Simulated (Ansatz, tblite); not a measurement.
# Ge26H34 off sphere (AlGe25H34−): one state, many levels

The task here is to estimate one member of a computed series from the others.

The runs use Ansatz 0.2.0, Gaussian basis; as each input shows.

The runs, in order: GFN1-xTB, GFN2-xTB, PBE-D4/def2-SVP, r2SCAN-D4/def2-SVP, B97M-V/def2-SVP, r2SCAN-D4/def2-mTZVP, HF/6-31G, B3LYP-D4/6-31G.

1 further run of the same task is left out (set aside as unsound or not needed).

## The structure

The geometry is that of the singlet, from an earlier relaxation (r2SCAN-D4/def2-SVP).

60 atoms, charge -1, spin multiplicity 1.

Bond lengths: Ge1–Ge14 2.438 Å, Ge1–Ge16 2.432 Å, Ge1–H27 1.549 Å, Ge1–H28 1.540 Å, Ge2–Ge15 2.445 Å, Ge2–Ge17 2.435 Å, Ge2–H29 1.551 Å, Ge2–H30 1.549 Å, Ge3–Ge14 2.435 Å, Ge3–Ge19 2.432 Å, Ge3–H31 1.548 Å, Ge3–H32 1.540 Å, Ge4–Ge18 2.438 Å, Ge4–Ge20 2.435 Å, Ge4–H33 1.549 Å, Ge4–H34 1.544 Å, Al5–Ge15 2.513 Å, Al5–Ge21 2.496 Å and more. Angles: Ge14–Ge1–Ge16 113.2°, Ge14–Ge1–H27 107.5°, Ge14–Ge1–H28 111.9°, Ge16–Ge1–H27 107.7°, Ge16–Ge1–H28 109.7°, H27–Ge1–H28 106.6°, Ge15–Ge2–Ge17 111.4°, Ge15–Ge2–H29 108.6°, Ge15–Ge2–H30 115.3°, Ge17–Ge2–H29 106.9°, Ge17–Ge2–H30 108.6°, H29–Ge2–H30 105.6°, Ge14–Ge3–Ge19 111.3°, Ge14–Ge3–H31 108.6°, Ge14–Ge3–H32 112.5°, Ge19–Ge3–H31 107.9°, Ge19–Ge3–H32 109.7°, H31–Ge3–H32 106.6° and more.

The ion is computed in the gas phase, without counter-ions or solvent.

PBE0-D4/def2-SVP was run before; its log isn't repeated, and its numbers join the tables.

Set-up of the first run:

Tight binding, by tblite at 300 K electronic temperature and without a spin-polarisation term:

```python
tblite.interface.Calculator('GFN1-xTB', numbers, positions, charge=-1, uhf=0).singlepoint()
```

Tight binding, by tblite at 300 K electronic temperature and without a spin-polarisation term:

```python
tblite.interface.Calculator('GFN2-xTB', numbers, positions, charge=-1, uhf=0).singlepoint()
```

start.molden holds the orbitals of an earlier run on this state, given as this run's starting guess.

File in.yaml:

```yaml
crystal:
  periodic: [false, false, false]
  atoms:
    - {symbol: Ge, position_ang: [-4.121110, -1.251525, 2.236440]}
    - {symbol: Ge, position_ang: [-4.097432, 1.816991, -0.892468]}
    - {symbol: Ge, position_ang: [-1.520965, -3.993501, 2.053721]}
    - {symbol: Ge, position_ang: [1.566117, -3.909537, -1.010050]}
    - {symbol: Al, position_ang: [-1.447724, 1.733400, -3.938392]}
    - {symbol: Ge, position_ang: [1.395108, -1.142622, -3.733906]}
    - {symbol: Ge, position_ang: [-1.450571, -1.100211, -0.875223]}
    - {symbol: Ge, position_ang: [-1.330745, 1.710318, 1.933783]}
    - {symbol: Ge, position_ang: [1.464197, -1.190422, 1.874049]}
    - {symbol: Ge, position_ang: [1.407414, 1.683634, -0.910870]}
    - {symbol: Ge, position_ang: [-1.179832, 4.535269, -0.876706]}
    - {symbol: Ge, position_ang: [4.299788, -1.127537, -1.001245]}
    - {symbol: Ge, position_ang: [4.019694, 1.940216, 2.301388]}
    - {symbol: Ge, position_ang: [-2.796443, -2.499194, 0.614545]}
    - {symbol: Ge, position_ang: [-2.797490, 0.338843, -2.342455]}
    - {symbol: Ge, position_ang: [-2.852103, 0.479313, 3.380948]}
    - {symbol: Ge, position_ang: [-2.650369, 3.183746, 0.510301]}
    - {symbol: Ge, position_ang: [0.007148, -2.506624, -2.252870]}
    - {symbol: Ge, position_ang: [0.233740, -2.795357, 3.237905]}
    - {symbol: Ge, position_ang: [2.930950, -2.516307, 0.447312]}
    - {symbol: Ge, position_ang: [0.048170, 0.221134, -5.245075]}
    - {symbol: Ge, position_ang: [0.032292, 3.067845, -2.402646]}
    - {symbol: Ge, position_ang: [2.806145, 0.264048, -2.319293]}
    - {symbol: Ge, position_ang: [0.026153, 0.253128, 0.521497]}
    - {symbol: Ge, position_ang: [2.753610, 0.188200, 3.410782]}
    - {symbol: Ge, position_ang: [2.769735, 3.078666, 0.553038]}
    - {symbol: H, position_ang: [-4.615795, -2.256980, 3.306033]}
    - {symbol: H, position_ang: [-5.379361, -0.635178, 1.597963]}
    - {symbol: H, position_ang: [-4.911625, 2.791356, -1.782867]}
    - {symbol: H, position_ang: [-5.137226, 1.111188, 0.012468]}
    - {symbol: H, position_ang: [-2.478285, -4.601104, 3.108146]}
    - {symbol: H, position_ang: [-0.909547, -5.177667, 1.281179]}
    - {symbol: H, position_ang: [2.505234, -4.605943, -2.025569]}
    - {symbol: H, position_ang: [0.892234, -5.035028, -0.196438]}
    - {symbol: H, position_ang: [-2.392325, 2.691360, -4.824671]}
    - {symbol: H, position_ang: [2.351570, -2.146113, -4.438467]}
    - {symbol: H, position_ang: [-0.398099, 2.545110, 2.849624]}
    - {symbol: H, position_ang: [-2.070622, 5.538540, -1.651779]}
    - {symbol: H, position_ang: [-0.276125, 5.387520, 0.047861]}
    - {symbol: H, position_ang: [5.134647, -2.055979, -1.915001]}
    - {symbol: H, position_ang: [5.304082, -0.297743, -0.172173]}
    - {symbol: H, position_ang: [5.302746, 1.313419, 1.719825]}
    - {symbol: H, position_ang: [4.481585, 2.962277, 3.368564]}
    - {symbol: H, position_ang: [-3.775221, -3.369884, -0.214010]}
    - {symbol: H, position_ang: [-3.851811, -0.650586, -2.919700]}
    - {symbol: H, position_ang: [-3.852270, 1.473436, 4.017831]}
    - {symbol: H, position_ang: [-2.087545, -0.176773, 4.550867]}
    - {symbol: H, position_ang: [-3.512985, 4.070761, 1.447203]}
    - {symbol: H, position_ang: [-0.879953, -3.443456, -3.114650]}
    - {symbol: H, position_ang: [1.245358, -3.809511, 3.823495]}
    - {symbol: H, position_ang: [-0.404004, -2.072248, 4.443736]}
    - {symbol: H, position_ang: [3.817159, -3.406751, 1.356326]}
    - {symbol: H, position_ang: [-0.623671, -0.833725, -6.167815]}
    - {symbol: H, position_ang: [1.109177, 0.896024, -6.158682]}
    - {symbol: H, position_ang: [1.104380, 3.992488, -3.052365]}
    - {symbol: H, position_ang: [3.669447, 1.187150, -3.218334]}
    - {symbol: H, position_ang: [1.777147, 0.842048, 4.413726]}
    - {symbol: H, position_ang: [3.715078, -0.692467, 4.243730]}
    - {symbol: H, position_ang: [1.855608, 4.096029, 1.270143]}
    - {symbol: H, position_ang: [3.775570, 3.906555, -0.280732]}
basis:
  gaussian: {orbitals: def2-SVP, fitting: {mean_field: def2-universal-jkfit}, initial_orbitals: start.molden}
total_charge: -1
hamiltonian: {xc: pbe, dispersion: d4}
scf: {omitted_lower_state_checks: [starts]}
output: {orbitals: {seedname: orbitals}}
```

Command:

```bash
$ ansatz run in.yaml --threads 11 --pin off --events-out ev --progress --plain --max-ram 110592MiB --backend cuda --devices 0, --max-vram 75GiB
```

Steps of the session up to this table: PBE-D4/def2-SVP; r2SCAN-D4/def2-SVP; B97M-V/def2-SVP; r2SCAN-D4/def2-mTZVP; HF/6-31G; B3LYP-D4/6-31G.

One table of the session follows, with a row left open; its other results are not shown here.

It belongs to the step «Levels side by side». 

| level | HOMO (eV) | LUMO (eV) | gap (eV) |
| --- | --- | --- | --- |
| HF/6-31G | -5.79 | 4.00 | 9.79 |
| PBE-D4/def2-SVP | -3.02 | 0.49 | 3.51 |
| r2SCAN-D4/def2-SVP | -3.25 | 0.62 | 3.87 |
| r2SCAN-D4/def2-mTZVP | ? | ? | ? |
| B97M-V/def2-SVP | -3.32 | 0.59 | 3.91 |
| B3LYP-D4/6-31G | -3.65 | 1.09 | 4.74 |
| PBE0-D4/def2-SVP | -3.92 | 1.17 | 5.09 |

Q: Estimate the row for r2SCAN-D4/def2-mTZVP from the others.

**Answer.** HOMO (eV): -3.32; LUMO (eV): 0.51; gap (eV): 3.84.
